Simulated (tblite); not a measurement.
# C3H6Br2Si: the cost of one run

The runs use tblite 0.8.0 and PySCF 2.14.0, with density-fitted response routines of our own; the level of theory stands in each step. All values are computed, except where a source is named. Atoms count from 0, in the outputs and in this text.

## 1. The starting structure

12 atoms, charge 0, multiplicity 1; geometry from: force field or distance geometry start.

Bonds of the start (Å): Br0–Si1 2.23, Si1–Br2 2.28, Si1–C3 1.86, C3–C4 1.51, C4–C5 1.50, C5–C3 1.51, Si1–H6 1.48, C3–H7 1.09, C4–H8 1.12, C4–H9 1.10, C5–H10 1.10, C5–H11 1.09.

## 2. Geometry optimisation with GFN2-xTB

The job: settings as JSON, then the geometry in Å.

```
{"job": {"kind": "relax", "xc": "GFN2-xTB", "basis": "xTB"}, "charge": 0, "multiplicity": 1}
Br     0.970000     2.383200     2.009800
Si     1.326900     0.810300     0.468200
Br     2.264300    -1.076400     1.350400
C     -0.209100     0.377300    -0.489300
C     -1.431100    -0.146100     0.221100
C     -0.481700    -1.108200    -0.427400
H      2.330400     1.294800    -0.506900
H     -0.291500     0.903200    -1.444500
H     -2.380200     0.010600    -0.342900
H     -1.519200    -0.142300     1.317600
H      0.104800    -1.726000     0.269100
H     -0.682500    -1.581200    -1.392300
```

The run is started by

```bash
OMP_NUM_THREADS=1 python probes_run.py task.json out
```

This one command runs all jobs of the session in turn.

**Question.** How long does this first job take on 1 thread of Arm Neoverse N1, shared host, and how much memory does it need?

About 1.1 s, with a peak of 0.18 GiB.
